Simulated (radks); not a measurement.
# Ionisation energy and size from Ba⁴⁺ to Ho⁴⁺

The task here is to estimate one member of a computed series from the others.

Method: scalar-relativistic Kohn-Sham, r2SCAN, spin-polarised, spherical densities, finite nucleus; open shells are filled with parallel spins first. Code: radks (a radial shooting solver on a logarithmic mesh, Libxc functionals) version 1.

### The atom as given

```
species : Ba⁴⁺, La⁴⁺, Ce⁴⁺, Pr⁴⁺, Nd⁴⁺, Pm⁴⁺, Sm⁴⁺, Eu⁴⁺, Gd⁴⁺, Tb⁴⁺, Dy⁴⁺, Ho⁴⁺
runs    : 24, each species and its next ion
```

The first run:

Settings of this run:

```text
Z 56
configuration [Kr] 4d10 5s2 5p4
relativity scalar-relativistic
functional r2scan,r2scan
spin polarised
nucleus finite rms 4.8378 fm
c 137.035999084
```

Among the steps run: Ba⁴⁺, [Kr] 4d10 5s2 5p4.

One table of the session follows, with a row left open; its other results are not shown here.

It belongs to the step «Ba⁴⁺, [Kr] 4d10 5s2 5p4». Sizes of the orbitals, from the radial functions (bohr):

| level | <r> | outermost maximum (interpolated) | 90 % within | nodes |
| --- | --- | --- | --- | --- |
| 4p up | 0.7149 | 0.653 | 1.04 | 2 |
| 4p down | 0.7148 | 0.654 | 1.04 | 2 |
| 4d up | ? | ? | ? | ? |
| 4d down | 0.7960 | 0.694 | 1.20 | 1 |
| 5s up | 1.584 | 1.45 | 2.25 | 4 |
| 5s down | 1.582 | 1.45 | 2.26 | 4 |
| 5p up | 1.773 | 1.62 | 2.53 | 3 |
| 5p down | 1.781 | 1.61 | 2.55 | 3 |

**Question.** Estimate the row for 4d up.

The run gave: <r>: 0.7985; outermost maximum (interpolated): 0.694; 90 % within: 1.20; nodes: 1. In the column «<r>» it lies between 4d down (0.7960) and 5s down (1.582).

To keep in mind: For Pr⁴⁺, Nd⁴⁺, Pm⁴⁺, Sm⁴⁺, Eu⁴⁺, Gd⁴⁺, Tb⁴⁺, Dy⁴⁺, Ho⁴⁺ the highest level isn't the widest one, so −ε(HOMO) and <r> belong to different orbitals, and Δ-SCF follows the ion's typed configuration. Open shells are spherical and high-spin; term and fine-structure splittings are not resolved.
